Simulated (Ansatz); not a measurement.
# KVF3: properties at the relaxed cell

An exercise on one series of results from a longer session: the logs are not shown, and one member is left open.

Method: DFT PBEsol, scalar-relativistic, plane waves, PAW, in Ansatz 0.2.0.

### Starting point

It takes space group Pm-3m (No. 221, cubic). The conventional cell has a = 4.106 Å, b = 4.106 Å, c = 4.106 Å, α = 90.00°, β = 90.00°, γ = 90.00°. K (site symmetry m-3m) has 12 F at 2.90 Å in its first shell of neighbours. V (site symmetry m-3m) has 6 F at 2.05 Å in its first shell of neighbours. Around F (site symmetry 4/mmm) lie 2 V at 2.05 Å and 4 K at 2.90 Å.

As a file:

```
CELL_PARAMETERS angstrom
4.10605 0.00000 0.00000
0.00000 4.10605 0.00000
0.00000 0.00000 4.10605
ATOMIC_POSITIONS crystal
K 0.00000 0.00000 0.00000
V 0.50000 0.50000 0.50000
F 0.50000 0.50000 0.00000
F 0.00000 0.50000 0.50000
F 0.50000 0.00000 0.50000
```

It is the result of an earlier relaxation at this level (volume 13.85 Å³/atom; gap on the mesh: 0.58 eV, site moments up to 2.2 μB).

Set-up of the first run:

File input.yaml:

```yaml
crystal:
  lattice:
    - [4.0645697751, 0.0, 0.0]
    - [0.0, 4.0645697751, 0.0]
    - [0.0, 0.0, 4.0645697751]
  atoms:
    - { symbol: K, position: [0.0, 0.0, 0.0] }
    - { symbol: V, position: [0.5, 0.5, 0.5], spin: 2.4 }
    - { symbol: F, position: [0.5, 0.5, 0.0] }
    - { symbol: F, position: [0.0, 0.5, 0.5] }
    - { symbol: F, position: [0.5, 0.0, 0.5] }
basis:
  ecutwfc: 420
kpoints:
  mp_grid: { grid: [10, 10, 10] }
hamiltonian:
  xc: pbesol
scf:
  occupations: { method: gaussian, width: 0.02 }
output:
  forces: true
  stress: true
  eigenvalues: true
  populations: true
magnetization:
  spin_polarized: true
```

The run is started by

```
$ ansatz run input.yaml --threads 1 --pin off --max-ram 2560MiB --backend cpu --events-out ev --progress --plain --runs-dir out
```

Among the steps run: The cell scaled to 0.97 of its volume; Point at V/V0 = 1.03; The cell scaled to 0.94 of its volume; Volume × 1.06.

One table of the session follows, with a row left open; its other results are not shown here.

It belongs to the step «Fit of the equation of state». 

| volume (Å³/atom) | energy above the lowest point (meV/atom) | pressure (GPa) | largest moment (μB) |
| --- | --- | --- | --- |
| 13.015 | 13.6 | 5.57 | 2.14 |
| 13.430 | 3.2 | 2.54 | 2.16 |
| 13.845 | 0.0 | -0.01 | 2.18 |
| 14.261 | ? | ? | ? |
| 14.676 | 10.9 | -3.96 | 2.22 |

**Question.** Estimate the row for volume (Å³/atom) = 14.261.

Worked estimate for «energy above the lowest point (meV/atom)». A straight line through the neighbours (13.845, 0.0) and (14.676, 10.9) gives 0.0 + (10.9 − 0.0) × (14.261 − 13.845) / (14.676 − 13.845) = 5.5; a parabola fitted to 3 rows on both sides gives 2.6.

**Answer.** energy above the lowest point (meV/atom): 2.9; pressure (GPa): -2.15; largest moment (μB): 2.20. In «energy above the lowest point (meV/atom)» the line misses by +2.6 and the parabola by -0.3.
